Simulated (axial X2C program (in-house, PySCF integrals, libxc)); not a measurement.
**Rb₂⁻: EOM-EA-CCSD levels**

Aim: EOM-EA-CCSD levels of Rb₂⁻, with spin–orbit coupling in the Hamiltonian from the start.

The runs use an in-house X2C program for linear molecules on PySCF integrals; two-component X2C with atomic mean-field terms, Rb dyall-acv3z.

All values are calculated.

### 1 Input

task.json

```json
{
 "zs": [
  37,
  37
 ],
 "q": -1,
 "bas": [
  "dyall-acv3z",
  "dyall-acv3z"
 ],
 "r0": 4.2,
 "eom": "ea",
 "thr": -2.0,
 "nmax": 92,
 "grid": [
  1,
  0.96,
  1.045,
  0.92,
  1.09,
  1.15
 ],
 "rq": 0
}
```

Keys: zs atomic numbers; q charge; bas basis sets; r0 starting distance in Å; eom kind of EOM run; thr threshold in hartree for freezing inner shells (an s shell follows its p shell); nmax most natural virtual spinors; grid distances as factors.

Run with:

```bash
$ python soeom.py task.json out
```

Further steps of the session: EOM-EA-CCSD at 4.281 Å.

**Question.** What will these runs give? Wanted: next root led by one particle; T1 of the reference.

**Answer**, as computed:

| quantity | value |
| --- | --- |
| lowest root at 4.281 Å | Ω = 1/2, 0.371 eV |
| next root led by one particle | Ω = 1/2, about 3380 cm⁻¹ higher |
| T1 of the reference | 0.012 |

What this shows: The added electron is bound by 0.37 eV in a spinor of 68% Rb pσ, 15% Rb sσ. Errors of 0.1 to 0.3 eV are usual at this size, and roots led by higher excitations are left out, so the list is incomplete, and low states of that kind can be missing. g and u states are not told apart.
